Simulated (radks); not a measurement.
# Ni inside a hard spherical wall

Aim: energy, levels and pressure of Ni as a wall, at which all orbitals vanish, closes in. The configuration stays [Ar] 3d8 4s2.

Program: radks (a radial shooting solver on a logarithmic mesh, Libxc functionals) version 1. Level of theory: scalar-relativistic Kohn-Sham, LDA (Slater exchange, VWN5 correlation), spin-unpolarised, spherical densities, point nucleus. These are calculated values, not measurements, unless marked.

## 1. Starting point

- element: nickel (Z = 28)
- charge: 0
- electrons: 28
- configuration: [Ar] 3d8 4s2

The outer shells:

Ni
```
[Ar] core
3d [↑↓][↑↓][↑↓][↑ ][↑ ]
4s [↑↓]
```

## 2. The free atom

Settings of this run:

```text
Z 28
configuration [Ar] 3d8 4s2 4p0 5s0 4d0
relativity scalar-relativistic
functional lda,vwn5
spin unpolarised
nucleus point
c 137.035999084
```

## 3. Wall at 12 bohr

Input: that of step 2 with these lines changed.

```diff
@@ -6,2 +6,3 @@
 nucleus point
+wall 12 bohr
 c 137.035999084
```

## 4. Wall at 10 bohr

Input: that of step 3 with these lines changed.

```diff
@@ -6,3 +6,3 @@
 nucleus point
-wall 12 bohr
+wall 10 bohr
 c 137.035999084
```

## 5. Wall at 8 bohr

Input: that of step 4 with these lines changed.

```diff
@@ -6,3 +6,3 @@
 nucleus point
-wall 10 bohr
+wall 8 bohr
 c 137.035999084
```

## 6. Wall at 7 bohr

Input: that of step 5 with these lines changed.

```diff
@@ -6,3 +6,3 @@
 nucleus point
-wall 8 bohr
+wall 7 bohr
 c 137.035999084
```

## 7. Wall at 5 bohr

Input: that of step 6 with these lines changed.

```diff
@@ -6,3 +6,3 @@
 nucleus point
-wall 7 bohr
+wall 5 bohr
 c 137.035999084
```

## 8. Wall at 3.5 bohr

Input: that of step 7 with these lines changed.

```diff
@@ -6,3 +6,3 @@
 nucleus point
-wall 5 bohr
+wall 3.5 bohr
 c 137.035999084
```

## 9. Wall at 3 bohr

Input: that of step 8 with these lines changed.

```diff
@@ -6,3 +6,3 @@
 nucleus point
-wall 3.5 bohr
+wall 3 bohr
 c 137.035999084
```

## 10. Wall at 2.5 bohr

Input: that of step 9 with these lines changed.

```diff
@@ -6,3 +6,3 @@
 nucleus point
-wall 3 bohr
+wall 2.5 bohr
 c 137.035999084
```

Before running it: what results should come out? Wanted: for each run, R; E − E(free); ε(4s); ε(4p, empty); ε(5s, empty); ε(4d, empty); pressure.

As calculated:

```csv
R (bohr),E − E(free) (eV),ε(4s) (eV),"ε(4p, empty) (eV)","ε(5s, empty) (eV)","ε(4d, empty) (eV)",pressure (GPa)
free,0.000,-5.859,-1.336,-0.021,-,0
12,0.000,-5.858,-1.314,0.774,1.907,0.000229
10,0.004,-5.847,-1.249,1.553,2.609,0.00430
8,0.049,-5.754,-0.966,3.578,4.057,0.0826
7,0.170,-5.568,-0.553,5.807,5.445,0.370
5,2.028,-3.783,2.437,18.324,12.275,8.80
3.5,14.939,4.265,13.410,55.961,30.508,151
3,31.712,12.794,24.037,88.592,45.389,479
2.5,73.382,31.416,45.957,150.49,72.610,1813
```

At the tightest wall, 2.5 bohr, the energy stands 73.382 eV above the free atom and the pressure, −dE/dV, is 1813 GPa. Of the levels in the table that exist at both ends, 5s (empty) rises most from the free atom (150.52 eV). From R = 3.5 bohr inwards the highest occupied level lies above zero, pushed up by confinement. Shells are not refilled when levels cross, and a hard wall is a model, not a crystal.
